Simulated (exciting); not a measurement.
# LiHgS (P4/mmm) in exciting: reference runs

Reference runs on LiHgS: the cell as given.

All numbers are computed with exciting (release sodium); they aren't measurements. Logs are shortened: lines on timing, memory, paths and dates and some standing lists are left out, and cuts for length are marked.

## 1. Starting point

It takes space group P4/mmm (No. 123, tetragonal). The conventional cell has a = 3.496 Å, b = 3.496 Å, c = 6.234 Å, α = 90.00°, β = 90.00°, γ = 90.00°. Around Li (site symmetry 4/mmm) lie 4 S at 2.47 Å. Around Hg (site symmetry 4/mmm) lie 2 S at 3.12 Å and 4 Hg at 3.50 Å. S (site symmetry 4/mmm) is surrounded by 4 Li at 2.47 Å.

The cell was built by a generator and needn't be a form met in nature.

## 2. Single point, PBE

Input file input.xml:

```xml
<input>
  <title>LiHgS</title>
  <structure speciespath="./" tshift="false">
    <crystal scale="1">
      <basevect>6.607222529545 0.000000000000 0.000000000000</basevect>
      <basevect>0.000000000000 6.607222529545 0.000000000000</basevect>
      <basevect>0.000000000000 0.000000000000 11.781175817004</basevect>
    </crystal>
    <species speciesfile="Li.xml" rmt="1.7">
      <atom coord="0.500000000000 0.500000000000 0.500000000000"/>
    </species>
    <species speciesfile="Hg.xml" rmt="2.3">
      <atom coord="0.000000000000 0.000000000000 0.000000000000"/>
    </species>
    <species speciesfile="S.xml" rmt="1.9">
      <atom coord="0.000000000000 0.000000000000 0.500000000000"/>
    </species>
  </structure>
  <groundstate do="fromscratch" ngridk="8 8 5" rgkmax="7" gmaxvr="14" lmaxapw="10" lmaxmat="10" lmaxvr="8" xctype="GGA_PBE" stype="Fermi Dirac" swidth="0.00183747" nempty="12" ValenceRelativity="zora" epsengy="1e-05" epspot="1e-05" maxscl="60" tforce="true" outputlevel="normal"/>
</input>
```

Potentials or basis: all-electron LAPW+lo, shipped species files, valence relativity zora.

The run is started by

```bash
$ OMP_NUM_THREADS=1 exciting_smp
```

INFO.OUT:

```text
================================================================================
EXCITING SODIUM started
[... 10 lines left out ...]

 Lattice vectors (cartesian) :
      6.6072225295      0.0000000000      0.0000000000
      0.0000000000      6.6072225295      0.0000000000
      0.0000000000      0.0000000000     11.7811758170

 Reciprocal lattice vectors (cartesian) :
      0.9509571199      0.0000000000      0.0000000000
      0.0000000000      0.9509571199      0.0000000000
      0.0000000000      0.0000000000      0.5333241270

 Unit cell volume                           :     514.3118197064
 Brillouin zone volume                      :       0.4822953779

 Species :    1 (Li)
     parameters loaded from                 :    Li.xml
     name                                   :    lithium
     nuclear charge                         :      -3.00000000
     electronic charge                      :       3.00000000
     atomic mass                            :   12652.66897000
     muffin-tin radius                      :       1.70000000
     # of radial points in muffin-tin       :     250

     atomic positions (lattice) :
       1 :   0.50000000  0.50000000  0.50000000

 Species :    2 (Hg)
     parameters loaded from                 :    Hg.xml
     name                                   :    mercury
     nuclear charge                         :     -80.00000000
     electronic charge                      :      80.00000000
     atomic mass                            :  365653.20120000
     muffin-tin radius                      :       2.30000000
     # of radial points in muffin-tin       :     450

     atomic positions (lattice) :
       1 :   0.00000000  0.00000000  0.00000000

 Species :    3 (S)
     parameters loaded from                 :    S.xml
     name                                   :    sulphur
     nuclear charge                         :     -16.00000000
     electronic charge                      :      16.00000000
     atomic mass                            :   58452.74216000
     muffin-tin radius                      :       1.90000000
     # of radial points in muffin-tin       :     300

     atomic positions (lattice) :
       1 :   0.00000000  0.00000000  0.50000000

 Total number of atoms per unit cell        :       3

 Spin treatment                             :    spin-unpolarised

 Number of Bravais lattice symmetries       :      16
 Number of crystal symmetries               :      16

 k-point grid                               :       8    8    5
 Total number of k-points                   :      45
 k-point set is reduced with crystal symmetries

 R^MT_min * |G+k|_max (rgkmax)              :       7.00000000
 Species with R^MT_min                      :       1 (Li)
 Maximum |G+k| for APW functions            :       4.11764706
 Maximum |G| for potential and density      :      14.00000000

 G-vector grid sizes                        :      30    30    54
 Total number of G-vectors                  :   23861

 Maximum angular momentum used for
     APW functions                          :      10
     computing H and O matrix elements      :      10
     potential and density                  :       8
     inner part of muffin-tin               :       2

 Total nuclear charge                       :     -99.00000000
 Total electronic charge                    :      99.00000000
 Total core charge                          :      72.00000000
 Total valence charge                       :      27.00000000

 Number of empty states                     :      12
 Total number of valence states             :      26

 Maximum Hamiltonian size                   :     641
 Maximum number of plane-waves              :     623
 Total number of local-orbitals             :      18

 Exchange-correlation type                  :      20
     Perdew-Burke-Ernzerhof, Phys. Rev. Lett. 77, 3865 (1996)
     Generalised gradient approximation (GGA)

[... 20 lines left out ...]
+ SCF iteration number :    1                                                  +
++++++++++++++++++++++++++++++++++++++++++++++++++++++++++++++++++++++++++++++++
 Total energy                               :    -20046.85265988
 _______________________________________________________________
 Fermi energy                               :         0.07307961
 Kinetic energy                             :     23117.23954843
 Coulomb energy                             :    -42762.90879803
 Exchange energy                            :      -395.59605737
 Correlation energy                         :        -5.58735291

 DOS at Fermi energy (states/Ha/cell)       :        29.05307971

 Electron charges :
     core                                   :        72.00000000
     core leakage                           :         0.00172067
     valence                                :        27.00000000
     interstitial                           :         5.69456498
     charge in muffin-tin spheres :
                  atom     1    Li          :         2.09337444
                  atom     2    Hg          :        77.23935806
                  atom     3     S          :        13.97270252
     total charge in muffin-tins            :        93.30543502
     total charge                           :        99.00000000

++++++++++++++++++++++++++++++++++++++++++++++++++++++++++++++++++++++++++++++++
+ SCF iteration number :    2                                                  +
++++++++++++++++++++++++++++++++++++++++++++++++++++++++++++++++++++++++++++++++
 Total energy                               :    -20068.63531800
 _______________________________________________________________
 Fermi energy                               :         0.07897873
 Kinetic energy                             :     23098.76411387
 Coulomb energy                             :    -42766.16419552
 Exchange energy                            :      -395.64325146
 Correlation energy                         :        -5.59198490

 DOS at Fermi energy (states/Ha/cell)       :        32.17685800

 Electron charges :
     core                                   :        72.00000000
     core leakage                           :         0.00170164
     valence                                :        27.00000000
     interstitial                           :         5.80635916
     charge in muffin-tin spheres :
                  atom     1    Li          :         2.10310004
                  atom     2    Hg          :        77.58430345
                  atom     3     S          :        13.50623735
     total charge in muffin-tins            :        93.19364084
     total charge                           :        99.00000000
[... 576 lines left out ...]
++++++++++++++++++++++++++++++++++++++++++++++++++++++++++++++++++++++++++++++++
+ SCF iteration number :   22                                                  +
++++++++++++++++++++++++++++++++++++++++++++++++++++++++++++++++++++++++++++++++
 Total energy                               :    -20068.60540861
 _______________________________________________________________
 Fermi energy                               :         0.08025552
 Kinetic energy                             :     23097.65019025
 Coulomb energy                             :    -42765.05978268
 Exchange energy                            :      -395.60450058
 Correlation energy                         :        -5.59131559

 DOS at Fermi energy (states/Ha/cell)       :        39.09630404

 Electron charges :
     core                                   :        72.00000000
     core leakage                           :         0.00169582
     valence                                :        27.00000000
     interstitial                           :         5.81359610
     charge in muffin-tin spheres :
                  atom     1    Li          :         2.09730973
                  atom     2    Hg          :        77.60231914
                  atom     3     S          :        13.48677503
     total charge in muffin-tins            :        93.18640390
     total charge                           :        99.00000000

 RMS change in effective potential (target) :  0.162150E-07  ( 0.100000E-04)
 Absolute change in total energy   (target) :  0.575470E-06  ( 0.100000E-04)
 Charge distance                   (target) :  0.438277E-09  ( 0.100000E-04)
 Abs. change in max-nonIBS-force   (target) :   0.00000      ( 0.500000E-04)

++++++++++++++++++++++++++++++++++++++++++++++++++++++++++++++++++++++++++++++++
| Convergency criteria checked for the last 2 iterations                       +
| Convergence targets achieved. Performing final SCF iteration                 +
++++++++++++++++++++++++++++++++++++++++++++++++++++++++++++++++++++++++++++++++
 Total energy                               :    -20068.60540821
 _______________________________________________________________
 Fermi energy                               :         0.08025552
 Kinetic energy                             :     23097.65019050
 Coulomb energy                             :    -42765.05978254
 Exchange energy                            :      -395.60450057
 Correlation energy                         :        -5.59131559

 DOS at Fermi energy (states/Ha/cell)       :        39.09630315

 Electron charges :
     core                                   :        72.00000000
     core leakage                           :         0.00169582
     valence                                :        27.00000000
     interstitial                           :         5.81359612
     charge in muffin-tin spheres :
                  atom     1    Li          :         2.09730973
                  atom     2    Hg          :        77.60231914
                  atom     3     S          :        13.48677501
     total charge in muffin-tins            :        93.18640388
     total charge                           :        99.00000000

++++++++++++++++++++++++++++++++++++++++++++++++++++++++++++++++++++++++++++++++
+ Self-consistent loop stopped                                                 +
++++++++++++++++++++++++++++++++++++++++++++++++++++++++++++++++++++++++++++++++
 STATE.OUT is written

--------------------------------------------------------------------------------
- Writing atomic positions and forces                                          -
--------------------------------------------------------------------------------

 Atomic positions (lattice) :
 atom     1  Li  :     0.50000000    0.50000000    0.50000000
 atom     2  Hg  :     0.00000000    0.00000000    0.00000000
 atom     3   S  :     0.00000000    0.00000000    0.50000000

 Total atomic forces including IBS (cartesian) :
 atom     1  Li  :     0.00000000    0.00000000    0.00000000
 atom     2  Hg  :    -0.00000000    0.00000000    0.00000000
 atom     3   S  :     0.00000000    0.00000000    0.00000000

 Atomic force components including IBS (cartesian) :
 atom     1  Li  :    -0.00000000    0.00000000    0.00000000   HF force
                 :     0.00000000   -0.00000000    0.00000000   core correction
                 :    -0.00000000    0.00000000    0.00000000   IBS correction
 atom     2  Hg  :    -0.00000000   -0.00000000    0.00000000   HF force
                 :     0.00000000    0.00000000    0.00000000   core correction
                 :     0.00000000    0.00000000    0.00000000   IBS correction
 atom     3   S  :     0.00000000   -0.00000000    0.00000000   HF force
                 :    -0.00000000   -0.00000000    0.00000000   core correction
                 :     0.00000000    0.00000000    0.00000000   IBS correction

********************************************************************************
[... 7 lines left out ...]
| EXCITING SODIUM stopped                                                      =
================================================================================
```

It took 13 min on 1 thread of Intel Xeon Platinum 8175M at 2.50GHz (Skylake/Cascade Lake), shared host; peak memory 0.19 GiB.

Results:

* Free energy: -546094.5852 eV
* Band gap on the k mesh: none (metal or under the smearing width)
* All electrons inside the program's atomic spheres: Li 2.10; Hg 77.60; S 13.49 (radii Li 1.7, Hg 2.3, S 1.9 bohr)

Caveat: the log's total energy holds no entropy term; the free energy is that total less TS from the occupations; this treatment of relativity tilts energy against volume in heavier elements, by up to 2 % in the volume. The run has no spin-orbit coupling, so splittings on Hg are missing.
